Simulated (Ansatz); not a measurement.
# CH8F2N2Si2: one species, many methods

One table from this session's results is given with a row withheld; the runs are named, their logs left out.

Computed with Ansatz 0.2.0, Gaussian basis. Level: functionals in def2-TZVPP, the program's frozen cores in correlated methods.

The runs, in order: PBE-D4, r2SCAN-D4, PBE0-D4, B3LYP-D4, ωB97X-V, ωB97M-V, B2PLYP; CCSD(T)/def2-TZVPP; MP2/def2-QZVPP; extrapolation to the limit.

**The geometry**

The geometry comes from an earlier relaxation with PBE0-D4 in a triple-zeta def2 set; it is a stationary point, not always the lowest conformer.

15 atoms, charge 0, spin multiplicity 1.

Atoms are counted from 1 here; the program's logs count them from 0.

Bond lengths: N1–Si2 1.732 Å, N1–H8 1.009 Å, N1–H9 1.010 Å, Si2–C3 1.874 Å, Si2–H10 1.493 Å, Si2–H11 1.486 Å, C3–Si4 1.841 Å, C3–H12 1.094 Å, C3–H13 1.094 Å, Si4–N5 1.687 Å, Si4–F6 1.602 Å, Si4–F7 1.592 Å, N5–H14 1.006 Å, N5–H15 1.008 Å. Angles: Si2–N1–H8 118.4°, Si2–N1–H9 118.4°, H8–N1–H9 109.9°, N1–Si2–C3 108.0°, N1–Si2–H10 114.9°, N1–Si2–H11 105.9°, C3–Si2–H10 109.0°, C3–Si2–H11 111.4°, H10–Si2–H11 107.7°, Si2–C3–Si4 113.1°, Si2–C3–H12 109.7°, Si2–C3–H13 108.6°, Si4–C3–H12 108.8°, Si4–C3–H13 109.0°, H12–C3–H13 107.4°, C3–Si4–N5 114.0°, C3–Si4–F6 105.9°, C3–Si4–F7 111.8° and more.

The first run:

Contents of in.yaml:

```yaml
crystal:
  periodic: [false, false, false]
  atoms:
    - {symbol: N, position_ang: [-0.757834, 0.152082, -1.691227]}
    - {symbol: Si, position_ang: [-0.221993, -1.328935, -0.971126]}
    - {symbol: C, position_ang: [-0.039611, -1.042871, 0.871843]}
    - {symbol: Si, position_ang: [0.108269, 0.737288, 1.316057]}
    - {symbol: N, position_ang: [1.264609, 1.575605, 0.419141]}
    - {symbol: F, position_ang: [-1.368939, 1.344611, 1.192810]}
    - {symbol: F, position_ang: [0.504009, 0.934794, 2.845693]}
    - {symbol: H, position_ang: [-0.728803, 0.234660, -2.696243]}
    - {symbol: H, position_ang: [-1.599712, 0.582741, -1.335334]}
    - {symbol: H, position_ang: [-1.122588, -2.498206, -1.195856]}
    - {symbol: H, position_ang: [1.086904, -1.639041, -1.603139]}
    - {symbol: H, position_ang: [-0.899310, -1.468272, 1.398583]}
    - {symbol: H, position_ang: [0.852587, -1.572487, 1.219953]}
    - {symbol: H, position_ang: [1.772882, 2.351167, 0.809088]}
    - {symbol: H, position_ang: [1.149520, 1.636853, -0.580263]}
basis:
  gaussian: {orbitals: def2-TZVPP}
hamiltonian: {xc: pbe, dispersion: d4}
output: {forces: true, orbitals: {seedname: orbitals}}
```

Launch:

```console
ansatz run in.yaml --threads 2 --pin off --events-out ev --progress --plain --max-ram 22528MiB --backend cuda --devices 0, --max-vram 18GiB
```

Among the steps run: PBE-D4 (GGA); r2SCAN-D4 (meta-GGA); PBE0-D4 (hybrid); B3LYP-D4 (hybrid); ωB97X-V (range-separated); ωB97M-V (range-separated); B2PLYP (double hybrid); CCSD(T) in def2-TZVPP; MP2 in def2-QZVPP.

One of the session's tables, all rows but one given; the rest of the session is left out.

```
            method  atomisation energy (eV)
            PBE-D4                   59.655
         r2SCAN-D4                   58.928
           PBE0-D4                   58.665
          B3LYP-D4                   59.031
           ωB97X-V                   59.360
           ωB97M-V                   59.337
            B2PLYP                   58.382
     HF/def2-TZVPP                   42.731
    MP2/def2-TZVPP                   58.472
   CCSD/def2-TZVPP                   56.612
CCSD(T)/def2-TZVPP                   57.412
           MP2/CBS                   60.295
       CCSD(T)/CBS                        ?
```

Q: Estimate the row for CCSD(T)/CBS from the others.

As computed: atomisation energy (eV): 59.235. In the column «atomisation energy (eV)» it lies between B3LYP-D4 (59.031) and ωB97M-V (59.337).
